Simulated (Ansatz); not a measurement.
# CH3Cl3MoO2: up Jacob's ladder to CCSD(T)

The task here is to estimate one member of a computed series from the others.

Method: functionals in def2-TZVPP, the program's frozen cores in correlated methods; program: Ansatz 0.2.0, Gaussian basis.

Plan: LDA (SPW92), PBE-D4, revPBE-D4, BLYP-D4, r2SCAN-D4, B97M-V, PBE0-D4, B3LYP-D4, r2SCANh-D4, r2SCAN0-D4, HSE06-D4, BHLYP-D4, CAM-B3LYP-D4, LC-ωPBE, ωB97X-V, ωB97M-V, B2PLYP, PBE-QIDH; CCSD(T)/def2-SVP; CCSD(T)/def2-TZVPP; MP2/def2-QZVPP; extrapolation to the limit; RPA on PBE.

## The geometry

The geometry comes from an earlier relaxation with PBE0-D4 in a triple-zeta def2 set; it is a stationary point, not always the lowest conformer. Mo takes the def2 core potential; no spin-orbit term is included.

SMILES `C[O][Mo](=[O])([Cl])([Cl])[Cl]`, 10 atoms, charge 0, spin multiplicity 1.

Atoms are counted from 1 here; the program's logs count them from 0.

Bond lengths: C1–O2 1.396 Å, C1–H8 1.096 Å, C1–H9 1.096 Å, C1–H10 1.091 Å, O2–Mo3 1.834 Å, Mo3–O4 1.644 Å, Mo3–Cl5 2.290 Å, Mo3–Cl6 2.299 Å, Mo3–Cl7 2.299 Å. Angles: O2–C1–H8 109.3°, O2–C1–H9 109.3°, O2–C1–H10 108.8°, H8–C1–H9 109.2°, H8–C1–H10 110.1°, H9–C1–H10 110.1°, C1–O2–Mo3 136.1°, O2–Mo3–O4 101.4°, O2–Mo3–Cl5 157.8°, O2–Mo3–Cl6 86.2°, O2–Mo3–Cl7 86.2°, O4–Mo3–Cl5 100.9°, O4–Mo3–Cl6 110.6°, O4–Mo3–Cl7 110.6°, Cl5–Mo3–Cl6 86.0°, Cl5–Mo3–Cl7 86.0°, Cl6–Mo3–Cl7 138.7°.

Coordinates:

```
C     0.53220   -1.59048    0.37089
O    -0.41588   -0.72281   -0.17403
Mo   -0.58385    1.09266   -0.37496
O    -2.03714    1.20104   -1.13532
Cl   -0.01296    3.30435   -0.21794
Cl   -0.85523    1.16737    1.90696
Cl    1.12182    0.92799   -1.90791
H     1.48643   -1.45891   -0.15269
H     0.66916   -1.35677    1.43321
H     0.17866   -2.61554    0.25469
```

Set-up of the first run:

File in.yaml:

```yaml
crystal:
  periodic: [false, false, false]
  atoms:
    - {symbol: C, position_ang: [0.532196, -1.590483, 0.370886]}
    - {symbol: O, position_ang: [-0.415883, -0.722812, -0.174033]}
    - {symbol: Mo, position_ang: [-0.583851, 1.092656, -0.374962]}
    - {symbol: O, position_ang: [-2.037143, 1.201045, -1.135316]}
    - {symbol: Cl, position_ang: [-0.012960, 3.304348, -0.217939]}
    - {symbol: Cl, position_ang: [-0.855230, 1.167374, 1.906959]}
    - {symbol: Cl, position_ang: [1.121818, 0.927993, -1.907909]}
    - {symbol: H, position_ang: [1.486426, -1.458908, -0.152689]}
    - {symbol: H, position_ang: [0.669164, -1.356771, 1.433213]}
    - {symbol: H, position_ang: [0.178663, -2.615542, 0.254690]}
basis:
  gaussian: {orbitals: def2-TZVPP}
hamiltonian: {xc: lda}
output: {orbitals: {seedname: orbitals}}
```

On the command line:

```
ansatz run in.yaml --threads 2 --pin off --events-out ev --progress --plain --max-ram 31744MiB --backend cuda --devices 0, --max-vram 18GiB
```

Among the steps run: LDA; PBE-D4 (GGA); revPBE-D4 (GGA); BLYP-D4 (GGA); r2SCAN-D4 (meta-GGA); B97M-V (meta-GGA); PBE0-D4 (hybrid); B3LYP-D4 (hybrid); r2SCANh-D4 (hybrid); r2SCAN0-D4 (hybrid); HSE06-D4 (hybrid); BHLYP-D4 (hybrid); CAM-B3LYP-D4 (range-separated); LC-ωPBE (range-separated); ωB97X-V (range-separated); ωB97M-V (range-separated); B2PLYP (double hybrid); PBE-QIDH (double hybrid).

One table of the session follows, with a row left open; its other results are not shown here.

It belongs to the step «Orbital energies across the functionals». 

```
  functional  HOMO (eV)  LUMO (eV)  gap (eV)
 LDA (SPW92)      -7.40      -5.28      2.12
      PBE-D4      -7.24      -5.09      2.15
   revPBE-D4      -7.17      -5.01      2.16
     BLYP-D4      -7.07      -4.97      2.10
   r2SCAN-D4      -7.59      -5.19      2.40
      B97M-V      -7.69      -5.20      2.48
     PBE0-D4      -8.61      -4.57      4.04
    B3LYP-D4      -8.34      -4.73      3.60
  r2SCANh-D4          ?          ?         ?
  r2SCAN0-D4      -8.85      -4.62      4.23
    HSE06-D4      -8.21      -4.93      3.28
    BHLYP-D4      -9.85      -3.82      6.03
CAM-B3LYP-D4      -9.94      -3.59      6.35
     LC-ωPBE     -11.33      -2.58      8.75
     ωB97X-V     -10.96      -2.61      8.35
     ωB97M-V     -10.81      -2.59      8.22
```

Q: Estimate the row for r2SCANh-D4 from the others.

Worked estimate for «HOMO (eV)». Against the share of exact exchange, r2SCAN-D4 (0, -7.59), r2SCAN0-D4 (0.25, -8.85) give a slope of -5.04 per unit share; at 0.1 the line stands at -8.09.

As computed: HOMO (eV): -8.09; LUMO (eV): -4.97; gap (eV): 3.12. In «HOMO (eV)» the line misses by 0.00.
